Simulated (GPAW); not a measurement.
# NdMnIn (P-6m2) in GPAW: single point with PBE

Aim: the single point of NdMnIn with PBE.

All numbers are computed with GPAW 26.7.0; they aren't measurements. Logs are shortened: lines on timing, memory, paths and dates and some standing lists are left out, and cuts for length are marked. The log counts tension as positive stress, the text compression.

### Step 1. The structure

The structure is hexagonal, space group P-6m2 (No. 187). Conventional cell: a = 4.567 Å, b = 4.567 Å, c = 3.929 Å, α = 90.00°, β = 90.00°, γ = 120.00°. Around Nd (site symmetry -6m2) lie 6 Mn at 3.29 Å and 6 In at 3.29 Å. Around In (site symmetry -6m2) lie 3 Mn at 2.64 Å. Mn (site symmetry -6m2) has 3 In at 2.64 Å as nearest neighbours.

The cell comes from a database or a generator and needn't be the stable form of this composition.

### Step 2. Single point, PBE, collinear spin, ferromagnetic start

run.py reads:

```python
from ase.dft.bandgap import bandgap
from ase.io import read, write
from ase.units import GPa
from gpaw import GPAW, PW

atoms = read('POSCAR')
atoms.set_initial_magnetic_moments([3.0, 0.0, 4.0])

calc = GPAW(mode=PW(800),
            xc='PBE',
            kpts={'size': (7, 7, 7), 'gamma': True},
            occupations={'name': 'methfessel-paxton', 'order': 0, 'width': 0.05},
            nbands=39,
            convergence={'density': 1e-05, 'energy': 1e-05},
            maxiter=150,
            txt='gpaw.txt')
atoms.calc = calc
energy = atoms.get_potential_energy()
forces = atoms.get_forces()
stress = atoms.get_stress()
calc.write('gs.gpw')
write('result.traj', atoms)
print(f'Energy: {energy:.6f} eV')
print('Forces (eV/A):')
print(forces.round(4))
print('Stress (GPa):', (stress / GPa).round(3))
print('Moments:', calc.get_magnetic_moments().round(3))
print('Fermi level:', round(calc.get_fermi_level(), 4), 'eV')
print(f'Gap: {bandgap(calc)[0]:.4f} eV, direct: {bandgap(calc, direct=True)[0]:.4f} eV')
```

POSCAR reads:

```
NdMnIn
1.0
    4.5667701444      0.0000000000      0.0000000000
   -2.2833850722      3.9549389583      0.0000000000
    0.0000000000      0.0000000000      3.9294520000
Nd In Mn
1 1 1
Direct
    0.6666666667      0.3333333333      0.0000000000
    0.3333333333      0.6666666667      0.5000000000
    0.0000000000      0.0000000000      0.5000000000
```

Potentials or basis: GPAW PAW data sets (gpaw-data 1.2.1), pw.

Run with:

```sh
> OMP_NUM_THREADS=1 python run.py
```

gpaw.txt:

```text
__  _  _
 | _ |_)|_||  |
 |__||  | ||/\| - 26.7.0

Input parameters:
  mode=PW(ecut=800.0),
  convergence={'density': 1e-05, 'energy': 1e-05},
  kpts=MonkhorstPack(size=(7, 7, 7), gamma=True),
  maxiter=150,
  nbands=39,
  occupations=Occupations(name='methfessel-paxton', order=0, width=0.05),
  xc=XC(name='PBE')

Diagonalizing LCAO Hamiltonian
Converting LCAO to pw mode

         In
       Mn

             Nd

Atoms  # Å, Bohr magnetons
|   | symbol |         x |        y |        z |    initial magnetic moments |
|---|--------|-----------|----------|----------|-----------------------------|
| 0 |     Nd |  2.283385 | 1.318313 | 0.000000 | ( 0.0000,  0.0000,  3.0000) |
| 1 |     In | -0.000000 | 2.636626 | 1.964726 | ( 0.0000,  0.0000,  0.0000) |
| 2 |     Mn |  0.000000 | 0.000000 | 1.964726 | ( 0.0000,  0.0000,  4.0000) |

Unit cell  # Å
| periodic |         x |        y |        z |  lengths |     angles |
|----------|-----------|----------|----------|----------|------------|
|      yes |  4.566770 | 0.000000 | 0.000000 | 4.566770 |  90.000000 |
|      yes | -2.283385 | 3.954939 | 0.000000 | 4.566770 |  90.000000 |
|      yes |  0.000000 | 0.000000 | 3.929452 | 3.929452 | 120.000000 |

Number of symmetries: 12
Symmetry operations  # r_c * U_cc + t_c -> r_c
|    | kind |            matrix            |
|----|------|------------------------------|
|  0 |  σ   |  1, 1, 0,  0,-1, 0,  0, 0, 1 |
|  1 |  C2  |  1, 1, 0,  0,-1, 0,  0, 0,-1 |
|  2 |  E   |  1, 0, 0,  0, 1, 0,  0, 0, 1 |
|  3 |  σ   |  1, 0, 0,  0, 1, 0,  0, 0,-1 |
|  4 |  C3  |  0, 1, 0, -1,-1, 0,  0, 0, 1 |
|  5 |  S3  |  0, 1, 0, -1,-1, 0,  0, 0,-1 |
|  6 |  σ   |  0,-1, 0, -1, 0, 0,  0, 0, 1 |
|  7 |  C2  |  0,-1, 0, -1, 0, 0,  0, 0,-1 |
|  8 |  σ   | -1, 0, 0,  1, 1, 0,  0, 0, 1 |
|  9 |  C2  | -1, 0, 0,  1, 1, 0,  0, 0,-1 |
| 10 |  C3  | -1,-1, 0,  1, 0, 0,  0, 0, 1 |
| 11 |  S3  | -1,-1, 0,  1, 0, 0,  0, 0,-1 |

BZ-sampling:
  Number of BZ points: 343
  Number of IBZ points: 32

  Monkhorst-Pack size: [7, 7, 7]
  Monkhorst-Pack shift: [0, 0, 0]

K-points  # in reciprocal-cell coordinates
|     |                                coordinates |     weight |
|-----|--------------------------------------------|------------|
|   0 | (  0.00000000,   0.00000000,   0.00000000) | 0.00291545 |
|   1 | (  0.00000000,   0.00000000,   0.14285714) | 0.00583090 |
|   2 | (  0.00000000,   0.00000000,   0.28571429) | 0.00583090 |
|   3 | (  0.00000000,   0.00000000,   0.42857143) | 0.00583090 |
|   4 | (  0.14285714,   0.00000000,   0.00000000) | 0.01749271 |
|   5 | (  0.14285714,   0.00000000,   0.14285714) | 0.03498542 |
|   6 | (  0.14285714,   0.00000000,   0.28571429) | 0.03498542 |
|   7 | (  0.14285714,   0.00000000,   0.42857143) | 0.03498542 |
|   8 | (  0.28571429,  -0.14285714,   0.00000000) | 0.01749271 |
|   9 | (  0.28571429,  -0.14285714,   0.14285714) | 0.03498542 |
| ... |                                            |            |
|  31 | (  0.42857143,   0.42857143,   0.42857143) | 0.03498542 |

Plane wave coefficients: 3672
Cutoff: 800.0 eV

Spin-components: 2 (collinear spins)
Bands:           39
Projectors:      20
Spin-degeneracy: 1
[... 96 lines left out ...]
eigensolver:
  PPCG
  Converge bands: occupied
  niter=2

density mixing:
  MSR1-Mixer
  Pratt-step length: 0.05
  Maximum mixing coefficient: 0.75
  Old densities: 10
  SVD Regularization: 0.005
  Good broyden scale: 1.0
  Trust region scale: 1.0
  Backstep threshold: 4.0
  History deletion threshold: 6.0
  Fourier metric: weight=20.0, sigma=0.015

occupation numbers:
  Methfessel-Paxton:
    width: 0.0500  # eV
    order: 0

poisson solver:
  ecut: 6400.0  # eV

xc functional:
  name: PBE with 2 nearest neighbor stencil

convergence criteria:
- Maximum integral of absolute [dens]ity change: 1e-05 electrons / valence electron
- Maximum [total energy] change in last 3 cyles: 1e-05 eV / valence electron
- Maximum integral of absolute [eigenst]ate change: 4e-08 eV^2 / valence electron
maximum number of iterations: 150

SCF iterations
|iter     | |      energy | eigst |  dens |  magmom |
|---------|-|-------------|-------|-------|---------|
|iter:   1| |  -36.096528 | +0.22 |       |  +7.0251|
|iter:   2| |  -20.794619 | -1.07 | -0.48 |  +6.7377|
|iter:   3| |  -57.141336 | +0.26 | -0.64 |  +6.2246|
|iter:   4| |  -19.322659 | -0.81 | -0.19 |  +6.2080|
|iter:   5| |  -55.474655 | +0.04 | -0.63 |  +4.7586|
|iter:   6| |  -18.741920 | -0.64 | -0.21 |  +3.2015|
|iter:   7| |  -19.710718 | -1.32 | -0.82 |  +3.7865|
|iter:   8| |  -45.506721 | -0.22 | -0.73 |  +2.3118|
|iter:   9| |  -19.595592 | -0.90 | -0.29 |  +1.4416|
|iter:  10| |  -16.449990 | -1.00 | -0.84 |  +0.9486|
[... 55 further cycles ...]
|iter:  66| |  -16.636348c| -6.82 | -3.05 |  +3.5353|
|iter:  67| |  -16.636394c| -6.48 | -3.72 |  +3.5322|
|iter:  68| |  -16.636365c| -6.96 | -3.16 |  +3.5330|
|iter:  69| |  -16.636373c| -6.48 | -3.72 |  +3.5339|
|iter:  70| |  -16.636400c| -6.97 | -3.90 |  +3.5329|
|iter:  71| |  -16.636388c| -7.61c| -3.39 |  +3.5323|
|iter:  72| |  -16.636390c| -7.70c| -4.32 |  +3.5316|
|iter:  73| |  -16.636390c| -8.10c| -4.63 |  +3.5314|
|iter:  74| |  -16.636392c| -7.92c| -4.86 |  +3.5312|
|iter:  75| |  -16.636392c| -8.53c| -5.13c|  +3.5311|

Converged in 75 steps
Energy contributions relative to reference atoms: (reference = -453370.402259)

Energy contributions:
  Kinetic:         -35.238459
  Coulomb:          30.038870
  Zero:              2.462301
  External:          0.000000
  Xc:              -13.881910
  Entropy:          -0.034388
  Spinorbit:         0.000000
  ----------------------------
  Free energy:     -16.653586
  Extrapolated:    -16.636392

dipole moment: (-3.859836, -9.589092, -24.210961)  # |e|*Ang

Total magnetic moment: (0.000000, 0.000000, 3.531130)

Local magnetic moments
|        x |        y |         z |
|----------|----------|-----------|
| 0.000000 | 0.000000 |  0.080037 |  # Nd   0
| 0.000000 | 0.000000 | -0.038382 |  # In   1
| 0.000000 | 0.000000 |  3.458598 |  # Mn   2

Fermi level: 8.578
Eigenvalues  # (at kpt = [0.000, 0.000, 0.000])
| band index |      eig [eV] | occ [0-1] |      eig [eV] | occ [0-1] |
|------------|---------------|-----------|---------------|-----------|
|          0 |       -72.437 |     1.000 |       -68.659 |     1.000 |
|        ... |               |           |               |           |
|         13 |         1.037 |     1.000 |         1.154 |     1.000 |
|         14 |         5.594 |     1.000 |         7.305 |     1.000 |
|         15 |         5.594 |     1.000 |         7.305 |     1.000 |
|         16 |         5.797 |     1.000 |         7.417 |     1.000 |
|         17 |         6.167 |     1.000 |         8.468 |     0.999 |
|         18 |         6.167 |     1.000 |         8.566 |     0.630 |
[... 8 lines left out ...]
|         27 |         9.307 |     0.000 |         9.779 |     0.000 |
|         28 |         9.667 |     0.000 |        10.179 |     0.000 |
|        ... |               |           |               |           |
|         38 |        19.421 |     0.000 |        20.188 |     0.000 |

No gap
No difference between direct/indirect transitions

Forces  # eV/Ang
|       x |       y |       z |
|---------|---------|---------|
| 0.00000 | 0.00000 | 0.00000 |  # Nd   0
| 0.00000 | 0.00000 | 0.00000 |  # In   1
| 0.00000 | 0.00000 | 0.00000 |  # Mn   2

Stress tensor  # eV/Ang^3
|         x |         y |        z |
|-----------|-----------|----------|
| -0.033236 |  0.000000 | 0.000000 |
|  0.000000 | -0.033236 | 0.000000 |
|  0.000000 |  0.000000 | 0.004386 |

# Writing to gs.gpw (mode='')
```

stdout:

```text
Energy: -16.636392 eV
Forces (eV/A):
[[0. 0. 0.]
 [0. 0. 0.]
 [0. 0. 0.]]
Stress (GPa): [-5.325 -5.325  0.703  0.     0.     0.   ]
Moments: [ 0.08  -0.038  3.459]
Fermi level: 8.5777 eV
Gap: 0.0000 eV, direct: 0.0000 eV
```

It took 17 min on 1 thread of Intel Xeon Platinum 8375C at 2.90GHz (Ice Lake), shared host; peak memory 0.4 GiB.

What came out:

| Item | Value |
| --- | --- |
| Free energy | -16.6536 eV |
| Pressure | 3.3 GPa |
| Band gap on the k mesh | none (metal or under the smearing width) |
| Net moment | 3.53 μB per cell |
| Site moments | Nd +0.08; In -0.04; Mn +3.46 μB |

Levels at points of the mesh, in eV from the Fermi level:
Spin up:
| k point | band 20 | band 21 | band 22 | band 23 | band 24 | band 25 |
| --- | --- | --- | --- | --- | --- | --- |
| (0.00, 0.00, 0.00) | -0.16 | -0.01 | -0.01 | 0.01 | 0.11 | 0.11 |
Spin down:
| k point | band 16 | band 17 | band 18 | band 19 | band 20 | band 21 | band 22 | band 23 |
| --- | --- | --- | --- | --- | --- | --- | --- | --- |
| (0.00, 0.00, 0.00) | -1.27 | -1.16 | -0.11 | -0.01 | -0.01 | 0.20 | 0.20 | 0.50 |

Caveat: one-centre terms of the f shell are cut off; the magnetic or orbital state may not be the lowest; spin-orbit coupling is left out, which moves the levels of the heavy elements; without U or exact exchange the open f shell lies at the Fermi level, which spoils levels, moments and volumes.
